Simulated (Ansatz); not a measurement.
# C₂H₇BGaNO: vertical ionisation energy

How much energy removes an electron from C₂H₇BGaNO at fixed geometry? The cation is run at each level and the neutral's energy taken from earlier runs.

The runs use Ansatz 0.2.0, Gaussian basis; unrestricted cation, the program's frozen cores in correlated methods.

Plan: UKS PBE-D4/def2-TZVPP; UKS r2SCAN-D4/def2-TZVPP; UKS PBE0-D4/def2-TZVPP; UKS B3LYP-D4/def2-TZVPP; UKS wB97X-V/def2-TZVPP; UKS wB97M-V/def2-TZVPP; UKS B2PLYP/def2-TZVPP; UHF-CCSD(T)/def2-TZVPP; UHF-MP2/def2-QZVPP; extrapolation to the limit; then −ε(HOMO) from the neutral's earlier runs with LDA (SPW92), PBE-D4, revPBE-D4, BLYP-D4, r2SCAN-D4, B97M-V, PBE0-D4, B3LYP-D4, r2SCANh-D4, r2SCAN0-D4, HSE06-D4, BHLYP-D4, CAM-B3LYP-D4, LC-ωPBE, ωB97X-V, ωB97M-V.

## (1) The relaxed structure

An earlier PBE0-D4 in a triple-zeta def2 set relaxation fixed the geometry.

SMILES `[BH2][Ga]1[O]C[N]1C`, 13 atoms, charge 0, spin multiplicity 1.

Atoms are counted from 1 here; the program's logs count them from 0.

Bond lengths: B1–Ga2 2.058 Å, B1–H7 1.194 Å, B1–H8 1.193 Å, Ga2–O3 1.845 Å, Ga2–N5 1.835 Å, O3–C4 1.403 Å, C4–N5 1.448 Å, C4–H9 1.104 Å, C4–H10 1.104 Å, N5–C6 1.427 Å, C6–H11 1.091 Å, C6–H12 1.100 Å, C6–H13 1.100 Å. Angles: Ga2–B1–H7 120.6°, Ga2–B1–H8 120.8°, H7–B1–H8 118.6°, B1–Ga2–O3 138.7°, B1–Ga2–N5 146.3°, O3–Ga2–N5 75.0°, Ga2–O3–C4 91.2°, O3–C4–N5 103.5°, O3–C4–H9 110.9°, O3–C4–H10 110.9°, N5–C4–H9 111.8°, N5–C4–H10 111.8°, H9–C4–H10 107.8°, Ga2–N5–C4 90.2°, Ga2–N5–C6 148.2°, C4–N5–C6 121.6°, N5–C6–H11 110.1°, N5–C6–H12 112.1° and more.

Coordinates:

```csv
atom,x (Å),y (Å),z (Å)
B1,-0.91912,-2.94695,-0.50421
Ga2,0.10762,-1.21849,-0.06221
O3,1.79469,-0.70987,0.48377
C4,1.42236,0.64303,0.47672
N5,0.03624,0.61109,0.05776
C6,-0.73026,1.80676,-0.07925
H7,-2.06231,-2.90405,-0.84480
H8,-0.38642,-4.01132,-0.42586
H9,1.53781,1.08871,1.48001
H10,2.05002,1.22074,-0.22390
H11,-1.74457,1.56767,-0.40368
H12,-0.80768,2.35993,0.86796
H13,-0.29837,2.49272,-0.82229
```

## (2) Cation, UKS PBE-D4/def2-TZVPP

File in.yaml:

```yaml
crystal:
  periodic: [false, false, false]
  atoms:
    - {symbol: B, position_ang: [-0.919120, -2.946953, -0.504207]}
    - {symbol: Ga, position_ang: [0.107624, -1.218489, -0.062214]}
    - {symbol: O, position_ang: [1.794690, -0.709872, 0.483771]}
    - {symbol: C, position_ang: [1.422364, 0.643031, 0.476720]}
    - {symbol: N, position_ang: [0.036243, 0.611089, 0.057756]}
    - {symbol: C, position_ang: [-0.730264, 1.806756, -0.079254]}
    - {symbol: H, position_ang: [-2.062307, -2.904054, -0.844796]}
    - {symbol: H, position_ang: [-0.386421, -4.011323, -0.425856]}
    - {symbol: H, position_ang: [1.537810, 1.088709, 1.480006]}
    - {symbol: H, position_ang: [2.050015, 1.220737, -0.223900]}
    - {symbol: H, position_ang: [-1.744571, 1.567675, -0.403684]}
    - {symbol: H, position_ang: [-0.807684, 2.359934, 0.867963]}
    - {symbol: H, position_ang: [-0.298368, 2.492720, -0.822295]}
basis:
  gaussian: {orbitals: def2-TZVPP}
total_charge: 1
magnetization: {spin_polarized: true, initial_magnetization: 1}
hamiltonian: {xc: pbe, dispersion: d4}
```

Started as:

```
> ansatz run in.yaml --threads 2 --pin off --events-out ev --progress --plain --max-ram 22528MiB --backend cuda --devices 0, --max-vram 18GiB
```

After this run come: Cation, UKS r2SCAN-D4/def2-TZVPP; Cation, UKS PBE0-D4/def2-TZVPP; Cation, UKS B3LYP-D4/def2-TZVPP; Cation, UKS wB97X-V/def2-TZVPP; Cation, UKS wB97M-V/def2-TZVPP; Cation, UKS B2PLYP (frozen core)/def2-TZVPP; Cation, UHF-CCSD(T)/def2-TZVPP; Cation, UHF-MP2/def2-QZVPP.

Before running them: what should the planned runs give, taken together? Wanted: ionisation energy, CCSD(T)/CBS; nearest functional by difference; nearest −ε(HOMO); −ε(HOMO) of PBE; T1 of the cation.

**Answer**, as computed:

| quantity | value |
| --- | --- |
| ionisation energy, CCSD(T)/CBS | 8.25 eV |
| nearest functional by difference | B3LYP-D4 (-0.16 eV) |
| nearest −ε(HOMO) | ωB97M-V (+0.13 eV) |
| −ε(HOMO) of PBE | 5.26 eV |
| T1 of the cation | 0.018 |

In words: Energy differences with functionals land within 0.28 eV of the reference. −ε(HOMO) of PBE misses by 3.0 eV, since self-interaction lifts the level. Among orbital estimates ωB97M-V comes nearest. Hartree-Fock falls 1.64 eV short, as the neutral has more correlation energy than the cation. Correlated methods include outer-core shells of Ga, which these sets cover unevenly. With outer-core shells in play the reference is unsure by up to some tenths of an eV, so close misses can't be ranked.
